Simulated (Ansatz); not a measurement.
# As2: the cost of one run

Program: Ansatz 0.2.0. Level of theory: the levels named in each step. These are calculated values, not measurements.

### Step 1. The structure to begin with

Bond lengths: As1–As2 2.094 Å.

Coordinates:

```xyz
2

As    0.0000    0.0000    0.0000
As    0.0000    0.0000    2.0942
```

### Step 2. A rough first relaxation, PBE-D4/def2-SVP

The input, input.yaml:

```yaml
crystal:
  periodic: [false, false, false]
  atoms:
    - { symbol: As, position_ang: [0.0, 0.0, 0.0] }
    - { symbol: As, position_ang: [0.0, 0.0, 2.09419] }
magnetization:
  spin_polarized: true
  initial_magnetization: 1
total_charge: 1
basis:
  gaussian: { orbitals: def2-SVP }
hamiltonian:
  xc: pbe
  dispersion: d4
relax:
  f_tol: 0.03
  max_steps: 200
```

Command:

```bash
ansatz run input.yaml --threads 2 --pin off --max-ram 5120MiB --backend cpu --events-out ev --progress --plain --runs-dir out
```

Q: Estimate wall time and peak memory on 2 threads of Arm Neoverse N1, shared host.

About 12 s, with a peak of 0.13 GiB.
